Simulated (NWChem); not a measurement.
**CsCl (SMILES [Cl][Cs]): levels of theory compared**

We compute a comparison of 6 runs (HF/3-21G, HF/def2-TZVPP, B2PLYP/def2-TZVP, SVWN5/def2-TZVPP, r2SCAN/def2-TZVPP, wB97X/def2-TZVPP) of CsCl. 

Program for the calculation: NWChem 7.3.0.

1 further run of the same task is left out (set aside as unsound or not needed).

## Step 1: Starting point

CsCl: 2 atoms, total charge 0, spin state singlet. As SMILES, `[Cl][Cs]`. Geometry: the measured bond length.

Bond lengths: Cl1–Cs2 2.906 Å.

## Step 2: Energy and forces at HF/3-21G (run 1)

File run.py:

```python
from ase import Atoms
from ase.calculators.nwchem import NWChem

mol = Atoms(['Cl', 'Cs'], positions=[
    [0.000000, 0.000000, 0.000000],
    [0.000000, 0.000000, 2.906272],
])

calc = NWChem(
    label='run',
    theory='scf',
    memory='2200 mb',
    basis='3-21G',
    basispar='spherical bse',
    scf={'nopen': '0', 'rhf': None, 'thresh': '1e-08', 'maxiter': '80'},
)
mol.calc = calc

forces = mol.get_forces()
e = mol.get_potential_energy()
print(f"E = {e:.6f} eV")
print("forces (eV/A):")
for s, f in zip(mol.symbols, forces):
    print(f"{s:2s} {f[0]:10.5f} {f[1]:10.5f} {f[2]:10.5f}")
print("dipole (e A):", mol.get_dipole_moment().round(4))
```

Command:

```bash
$ export ASE_NWCHEM_COMMAND="nwchem PREFIX.nwi > PREFIX.nwo"
$ python run.py
```

The log of the run:

```text
E = -217349.921143 eV
forces (eV/A):
Cl    0.00000   -0.00000   -1.34181
Cs   -0.00000    0.00000    1.34181
dipole (e A): [-0.     -0.      2.7826]
```

The calculator wrote run.nwi:

```
title "run"

permanent_dir run

scratch_dir run

start run

geometry units angstrom nocenter noautosym noautoz
  Cl 0.0000000000000000e+00 0.0000000000000000e+00 0.0000000000000000e+00
  Cs 0.0000000000000000e+00 0.0000000000000000e+00 2.9062720000000000e+00
end

memory 2200 mb

basis spherical bse noprint
   * library 3-21G
end

scf
  nopen 0
  rhf
  thresh 1e-08
  maxiter 80
end

task scf gradient
```

run.nwo:

```text
Northwest Computational Chemistry Package (NWChem) 7.3.0
             --------------------------------------------------------

           Job information
           ---------------

    nwchem branch   = 7.3.0
    use scalapack   = T
    input           = run.nwi
    prefix          = run.
    data base       = run/run.db
    status          = startup
    nproc           =        1

           Memory information
           ------------------

[... 5 lines left out ...]
    hardfail = no
[... 100 lines left out ...]
         Quadratically convergent ROHF
[... 14 lines left out ...]
       Final RHF  results
[... 4 lines left out ...]
      Two-electron energy =   3149.812559440263
[... 55 lines left out ...]
                       ROHF Final Molecular Orbital Analysis
[... 196 lines left out ...]
                 ----------------------------------------
                 |  Time  |  1-e(secs)   |  2-e(secs)   |
                 ----------------------------------------
                 |  CPU   |       0.00   |       0.52   |
                 ----------------------------------------
                 |  WALL  |       0.00   |       0.52   |
                 ----------------------------------------

 Task  times  cpu:        1.9s     wall:        1.9s
 Total times  cpu:        2.0s     wall:        2.0s
```

Run time: 2.7 s. Hardware: 1 thread of AMD EPYC 9R45 (Zen 5), shared host; peak memory 0.1 GiB.

## Step 3: Energy and forces at HF/def2-TZVPP (core potential) (run 2)

File clcs.nw:

```
start clcs
memory total 2200 mb

geometry units angstrom noautosym nocenter noautoz
   Cl       0.000000       0.000000       0.000000
   Cs       0.000000       0.000000       2.906272
end

basis spherical bse
   * library def2-TZVPP
end

ecp bse
   Cs library def2-TZVPP
end

scf
   thresh 1e-08
   maxiter 80
end

task scf gradient
```

Command:

```bash
$ nwchem clcs.nw > clcs.out
```

The log of the run:

```text
[...]
  functions       =    78
[...]
  wavefunction    = RHF
[...]
         Total SCF energy =   -479.452633116622
      One-electron energy =   -726.775542900259
      Two-electron energy =    219.464499044052
 Nuclear repulsion energy =     27.858410739585
        Time for solution =      3.2s
[...]
                         RHF ENERGY GRADIENTS
    atom               coordinates                        gradient
                 x          y          z           x          y          z
   1 Cl      0.000000   0.000000   0.000000    0.000000  -0.000000   0.010370
   2 Cs      0.000000   0.000000   5.492058   -0.000000   0.000000  -0.010370
[...]
```

Wall time 5.4 s (1 thread of AMD EPYC 9R45 (Zen 5), shared host); peak memory 0.1 GiB.

Runs 3 to 5 aren't shown in full; the table further down has their settings and results.

## Step 4: Energy and gradient at wB97X/def2-TZVPP (core potential) (run 6)

File geom.nw:

```
start geom
memory stack 880 mb heap 220 mb global 1100 mb
geometry units angstroms noautosym nocenter noautoz
Cl     0.000000     0.000000     0.000000
Cs     0.000000     0.000000     2.906272
end
basis "ao basis" spherical bse
* library def2-TZVPP
end
ecp bse
Cs library def2-TZVPP
end
dft
xc wb97x
grid xfine
convergence energy 1e-08
maxiter 100
mulliken
print medium
end
task dft gradient
```

Command:

```bash
$ nwchem geom.nw > geom.out
```

The log of the run:

```text
[...]
          Wavefunction type:  closed shell.
          No. of atoms     :     2
          No. of electrons :    26
[...]
          Charge           :     0
          Spin multiplicity:     1
[...]
          AO basis - number of functions:    78
[...]
              XC Information
              --------------
                       wb97x  Method XC Functional
                     Hartree-Fock (Exact) Exchange  1.000
                         wb97x Exchange Functional  1.000
                      wb97x Correlation Functional  1.000
[...]
 d= 0,ls=0.0,diis     1   -480.4098979498 -5.08D+02  9.12D-03  5.92D-01     1.6
[...]
 d= 0,ls=0.0,diis     8   -480.4546320107 -3.72D-09  7.48D-07  8.86D-10    12.7
         Total DFT energy =     -480.454632010744
      One electron energy =     -726.974965079884
           Coulomb energy =      250.214313743931
    Exchange-Corr. energy =      -31.552391414375
 Nuclear repulsion energy =       27.858410739585
[...]
      Total Density - Mulliken Population Analysis
     ---------------------------------------------
    Atom       Charge   Shell Charges
 -----------   ------   -------------------------------------------------------
    1 Cl  17    17.75   2.01  0.43  1.52  1.07  0.91  4.19  1.67  1.16  2.75  2.03  0.00  0.00  0.01  0.00
    2 Cs   9     8.25  -0.32  1.59  0.73  0.05 -0.01  5.43  0.57  0.03  0.07  0.10  0.02  0.00
[...]
  wavefunction    = closed shell
[...]
                         DFT ENERGY GRADIENTS
    atom               coordinates                        gradient
                 x          y          z           x          y          z
   1 Cl      0.000000   0.000000   0.000000    0.000000  -0.000000   0.003744
   2 Cs      0.000000   0.000000   5.492058   -0.000000   0.000000  -0.003744
[...]
```

Run time: 20 s. Hardware: 1 thread of AMD EPYC 9R45 (Zen 5), shared host; peak memory 0.13 GiB.

## Step 5: The series

```csv
run,level,core potential,task,energy (Eh),dipole moment (D),HOMO energy (eV),LUMO energy (eV),wall time
1,HF/3-21G,–,gradient,-7987.462342,13.37,-8.00,0.35,2.7 s
2,HF/def2-TZVPP (core potential),def2-TZVPP,gradient,-479.452633,10.82,-9.02,-0.17,5.4 s
3,B2PLYP/def2-TZVP (core potential),def2-TZVP,energy,-480.237265,–,–,–,4.5 s
4,SVWN5/def2-TZVPP (core potential),def2-TZVPP,gradient,-478.898248,9.67,-4.95,-1.58,5.1 s
5,r2SCAN/def2-TZVPP (core potential),def2-TZVPP,gradient,-480.431557,10.16,-4.98,-0.92,7.8 s
6,wB97X/def2-TZVPP (core potential),def2-TZVPP,gradient,-480.454632,10.55,-8.34,0.07,20 s
```

## Step 6: What came out

| quantity | value |
| --- | --- |
| run 6: total energy | -480.45463 Eh |
| run 6: dipole moment | 10.55 D |
| run 6: HOMO energy | -8.34 eV |
| run 6: LUMO energy | 0.07 eV |
| run 6: HOMO–LUMO gap | 8.41 eV |
| run 6: largest force on an atom | 0.193 eV/Å |

Over runs 1, 2, 4, 5, 6 the dipole moment (its size) runs from 9.67 D (SVWN5/def2-TZVPP) to 13.37 D (HF/3-21G). The two ends differ in method and basis and core potential. Over runs 1, 2, 4, 5, 6 the HOMO–LUMO gap runs from 3.37 eV (SVWN5/def2-TZVPP) to 8.86 eV (HF/def2-TZVPP). Exact exchange widens orbital gaps. Totals of different functionals can't be ranked against each other. Some runs of one species differ in core potentials or relativity; totals across that change don't compare. In run 1 relativity is left out where basis or elements ask for it. All runs together took 46 s, the longest 20 s.
